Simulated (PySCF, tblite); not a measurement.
# C5H7FSSi: a rotation path, then NMR shifts on frames, part 1 of 2

Aim: move C5H7FSSi (`Fc1ccc(C[SiH3])s1`) away from its starting geometry and see how NMR shifts follow the geometry.

Computed with tblite 0.8.0 and PySCF 2.14.0, with density-fitted response routines of our own, on a single molecule in the gas phase. Atoms count from 0, in the outputs and in this text.

**1. Starting geometry**

15 atoms, charge 0, multiplicity 1; geometry from: GFN2-xTB.

Bonds of the start (Å): F0–C1 1.34, C1–C2 1.35, C2–C3 1.42, C3–C4 1.36, C4–C5 1.48, C5–Si6 1.92, C4–S7 1.74, S7–C1 1.73, C2–H8 1.07, C3–H9 1.08, C5–H10 1.09, C5–H11 1.09, Si6–H12 1.46, Si6–H13 1.46, Si6–H14 1.46.

**2. A band between two rotamers with GFN2-xTB**

What the job is given:

```
{"job": {"kind": "neb", "xc": "GFN2-xTB", "basis": "xTB", "atoms": [7, 4, 5, 6], "turn": 120}, "charge": 0, "multiplicity": 1}
F     -3.391040     1.603623     0.707293
C     -2.367594     0.816108     0.363527
C     -2.381518    -0.175968    -0.555047
C     -1.114150    -0.799571    -0.656402
C     -0.175293    -0.281698     0.178331
C      1.252246    -0.648292     0.298536
Si     2.354861     0.498112    -0.773594
S     -0.827876     1.022933     1.130253
H     -3.247859    -0.449610    -1.127636
H     -0.914580    -1.614287    -1.329007
H      1.381726    -1.683554    -0.018349
H      1.568757    -0.578456     1.339264
H      2.203161     1.871435    -0.296421
H      3.737469     0.044367    -0.624165
H      1.917278     0.382848    -2.164149
```

Method: GFN2-xTB climbing-image nudged elastic band, gas phase.

Run with:

```bash
$ OMP_NUM_THREADS=1 python probes_run.py task.json out
```

This one command runs all jobs of the session in turn.

What it wrote:

```text
image   E - E0 / eV
  0      -0.0000
  1       0.0130
  2       0.0459
  3       0.0832
  4       0.1029
  5       0.0888
  6       0.0523
  7       0.0165
  8       0.0000
```

Run time: 11 s. Hardware: 1 thread of Intel Xeon at 2.50GHz, shared host; peak memory 0.18 GiB.

The final band, with the dihedral S7–C4–C5–Si6:

```tsv
image	dihedral (°)	energy (eV)	energy (kcal/mol)
0	-82	0.000	0.0
1	-63	0.013	0.3
2	-43	0.046	1.1
3	-23	0.083	1.9
4	-2	0.103	2.4
5	19	0.089	2.0
6	40	0.052	1.2
7	61	0.016	0.4
8	82	0.000	0.0
```

**3. Shielding tensors: image 0, PBE0/pcSseg-1**

What the job is given:

```
{"job": {"kind": "nmr", "xc": "PBE0", "basis": "pcSseg-1", "pop": false}, "charge": 0, "multiplicity": 1}
F     -3.391000     1.603600     0.707300
C     -2.367600     0.816100     0.363500
C     -2.381500    -0.176000    -0.555000
C     -1.114200    -0.799600    -0.656400
C     -0.175300    -0.281700     0.178300
C      1.252200    -0.648300     0.298500
Si     2.354900     0.498100    -0.773600
S     -0.827900     1.022900     1.130300
H     -3.247900    -0.449600    -1.127600
H     -0.914600    -1.614300    -1.329000
H      1.381700    -1.683600    -0.018300
H      1.568800    -0.578500     1.339300
H      2.203200     1.871400    -0.296400
H      3.737500     0.044400    -0.624200
H      1.917300     0.382800    -2.164100
```

Method: GIAO PBE0/pcSseg-1 NMR shielding, non-relativistic, gas phase.

What it wrote:

```text
coarse grid: 14104 points
cycle   1  E = -981.4733064126  dE =  1.258e+00  |g| = 5.403e-01  |ddm| = 3.825e+00
cycle   2  E = -981.4007126944  dE =  7.259e-02  |g| = 7.837e-01  |ddm| = 1.021e+00
cycle   3  E = -981.5314924268  dE = -1.308e-01  |g| = 1.151e-01  |ddm| = 7.233e-01
cycle   4  E = -981.5347276150  dE = -3.235e-03  |g| = 4.858e-02  |ddm| = 1.782e-01
cycle   5  E = -981.5352024350  dE = -4.748e-04  |g| = 1.489e-02  |ddm| = 5.294e-02
cycle   6  E = -981.5352498089  dE = -4.737e-05  |g| = 4.804e-03  |ddm| = 2.036e-02
cycle   7  E = -981.5352552255  dE = -5.417e-06  |g| = 1.731e-03  |ddm| = 5.682e-03
final grid: 128920 points
cycle   8  E = -981.5910432042  dE = -2.679e-05  |g| = 8.263e-03  |ddm| = 3.081e-02
cycle   9  E = -981.5910250168  dE =  1.819e-05  |g| = 1.175e-02  |ddm| = 1.953e-02
cycle  10  E = -981.5910597235  dE = -3.471e-05  |g| = 1.396e-03  |ddm| = 1.299e-02
cycle  11  E = -981.5910601731  dE = -4.496e-07  |g| = 4.100e-04  |ddm| = 1.823e-03
cycle  12  E = -981.5910602139  dE = -4.077e-08  |g| = 1.103e-04  |ddm| = 4.995e-04
cycle  13  E = -981.5910602163  dE = -2.478e-09  |g| = 4.359e-05  |ddm| = 1.438e-04
cycle  14  E = -981.5910602168  dE = -4.095e-10  |g| = 1.004e-05  |ddm| = 4.379e-05
converged SCF energy = -981.5910602168

GIAO shielding tensors (ppm)
atom      isotropic    diamagn.    paramagn.     s11        s22        s33       span
  0 F      305.045     469.906    -164.861    225.979    295.528    393.627    167.648
  1 C       10.853     261.270    -250.417    -55.407     38.383     49.585    104.992
  2 C       75.464     257.404    -181.940     10.491     68.945    146.956    136.465
  3 C       63.605     251.841    -188.236    -15.945     61.740    145.018    160.964
  4 C       46.339     265.066    -218.727    -35.499     51.849    122.666    158.165
  5 C      171.193     248.019     -76.826    156.388    161.056    196.137     39.750
  6 Si     409.394     878.878    -469.484    367.904    398.627    461.651     93.747
  7 S      314.258    1057.643    -743.385    187.703    353.234    401.837    214.134
  8 H       25.335      29.819      -4.484     22.334     24.921     28.749      6.416
  9 H       25.237      33.114      -7.876     22.304     24.801     28.608      6.305
 10 H       29.239      30.463      -1.224     24.297     28.150     35.269     10.973
 11 H       29.427      29.904      -0.477     24.123     28.806     35.351     11.228
 12 H       27.768      28.649      -0.881     23.819     27.563     31.920      8.101
 13 H       27.592      28.159      -0.567     24.369     24.705     33.703      9.334
 14 H       27.917      28.900      -0.983     24.406     26.910     32.436      8.030
```

Run time: 69 s. Hardware: 1 thread of Intel Xeon at 2.50GHz, shared host; peak memory 0.83 GiB.

Shifts follow as δ = σ(reference) − σ, with reference shieldings (ppm) from runs at the same level and on the same kind of geometry: 1H TMS 31.72, 13C TMS 186.9, 29Si TMS 349.2, 19F CFCl3 170.9, 33S CS2 504. The references are single molecules in the gas phase, so shifts against H2O, NH3, PH3, H3PO4 or CFCl3 are not on the usual liquid scales and can be off by tens of ppm. Each atom is listed at this fixed geometry, with no averaging over motion; a spectrum would average atoms that exchange fast.

```tsv
atoms	environment	σ (ppm)	δ (ppm)
C1	aromatic carbon bearing fluorine	10.9	176.1
C4	substituted aromatic carbon next to the ring sulfur	46.3	140.6
C3	aromatic CH	63.6	123.3
C2	aromatic CH	75.5	111.5
C5	sp3 CH2 bonded to Si, on an aromatic ring	171.2	15.7
H9	hydrogen on an aromatic CH	25.24	6.48
H8	hydrogen on an aromatic CH	25.33	6.38
H13	hydrogen on a silicon bonded to C	27.59	4.12
H12	hydrogen on a silicon bonded to C	27.77	3.95
H14	hydrogen on a silicon bonded to C	27.92	3.80
H10	hydrogen on an sp3 CH2 bonded to Si, on an aromatic ring	29.24	2.48
H11	hydrogen on an sp3 CH2 bonded to Si, on an aromatic ring	29.43	2.29
F0	aryl fluorine	305.0	-134.1
Si6	silicon bonded to C, 3 H	409.4	-60.2
S7	aromatic ring sulfur	314	189
```

Ring of atoms C1, C2, C3, C4, S7: NICS(0) -12.3, NICS(1) -9.4, NICS(1)zz -20.1 ppm (means of both faces).

**4. Shielding tensors: image 2, PBE0/pcSseg-1**

What the job is given:

```
{"job": {"kind": "nmr", "xc": "PBE0", "basis": "pcSseg-1", "pop": false}, "charge": 0, "multiplicity": 1}
F     -3.239300     1.868900     0.290700
C     -2.296800     0.939100     0.109900
C     -2.475500    -0.314200    -0.363800
C     -1.247900    -1.018900    -0.420600
C     -0.175900    -0.300700     0.003200
C      1.248300    -0.711700     0.048400
Si     2.421800     0.653400    -0.598500
S     -0.650200     1.299100     0.504900
H     -3.428800    -0.714000    -0.654500
H     -1.173300    -2.034200    -0.769600
H      1.359100    -1.631200    -0.528700
H      1.534000    -0.948800     1.076400
H      2.324300     1.803800     0.300400
H      3.782100     0.115800    -0.565700
H      2.013600     1.001600    -1.960000
```

Method: GIAO PBE0/pcSseg-1 NMR shielding, non-relativistic, gas phase.

What it wrote:

```text
coarse grid: 14104 points
cycle   1  E = -981.4727024030  dE =  1.268e+00  |g| = 5.406e-01  |ddm| = 3.837e+00
cycle   2  E = -981.3997743932  dE =  7.293e-02  |g| = 7.851e-01  |ddm| = 1.026e+00
cycle   3  E = -981.5308520525  dE = -1.311e-01  |g| = 1.152e-01  |ddm| = 7.321e-01
cycle   4  E = -981.5340951864  dE = -3.243e-03  |g| = 4.899e-02  |ddm| = 1.806e-01
cycle   5  E = -981.5345796092  dE = -4.844e-04  |g| = 1.499e-02  |ddm| = 5.372e-02
cycle   6  E = -981.5346279047  dE = -4.830e-05  |g| = 4.901e-03  |ddm| = 2.063e-02
cycle   7  E = -981.5346335300  dE = -5.625e-06  |g| = 1.728e-03  |ddm| = 5.773e-03
final grid: 128920 points
cycle   8  E = -981.5893872039  dE = -2.568e-05  |g| = 8.115e-03  |ddm| = 3.160e-02
cycle   9  E = -981.5893706919  dE =  1.651e-05  |g| = 1.130e-02  |ddm| = 1.917e-02
cycle  10  E = -981.5894031521  dE = -3.246e-05  |g| = 1.360e-03  |ddm| = 1.288e-02
cycle  11  E = -981.5894035858  dE = -4.337e-07  |g| = 4.040e-04  |ddm| = 1.819e-03
cycle  12  E = -981.5894036255  dE = -3.969e-08  |g| = 1.030e-04  |ddm| = 5.075e-04
cycle  13  E = -981.5894036277  dE = -2.201e-09  |g| = 4.298e-05  |ddm| = 1.432e-04
cycle  14  E = -981.5894036281  dE = -3.990e-10  |g| = 1.009e-05  |ddm| = 4.423e-05
converged SCF energy = -981.5894036281

GIAO shielding tensors (ppm)
atom      isotropic    diamagn.    paramagn.     s11        s22        s33       span
  0 F      303.564     470.278    -166.714    223.560    293.369    393.764    170.204
  1 C        9.773     260.998    -251.226    -58.583     36.338     51.562    110.145
  2 C       75.781     257.773    -181.991      9.978     69.463    147.904    137.926
  3 C       61.920     251.180    -189.260    -17.023     61.610    141.172    158.195
  4 C       46.133     265.755    -219.623    -36.187     55.243    119.342    155.529
  5 C      172.545     247.616     -75.071    156.571    164.906    196.158     39.587
  6 Si     418.328     878.657    -460.329    397.922    401.394    455.668     57.746
  7 S      315.393    1058.037    -742.644    186.238    343.249    416.691    230.454
  8 H       25.346      29.722      -4.377     22.328     24.891     28.818      6.491
  9 H       25.183      32.722      -7.540     22.189     24.808     28.551      6.361
 10 H       29.362      30.728      -1.366     24.071     28.710     35.306     11.234
 11 H       29.220      29.588      -0.368     24.682     27.055     35.924     11.242
 12 H       27.501      28.729      -1.228     23.223     27.622     31.659      8.435
 13 H       27.680      27.921      -0.242     24.005     25.196     33.838      9.832
 14 H       27.876      28.477      -0.602     24.695     26.318     32.614      7.919
```

It took 62 s on 1 thread of Intel Xeon at 2.50GHz, shared host; peak memory 0.89 GiB.

Key values: δ C1 177.2, C4 140.8, C3 125.0, C2 111.1, H9 6.53, H8 6.37 ppm.

(Continued in part 2 of 2.)
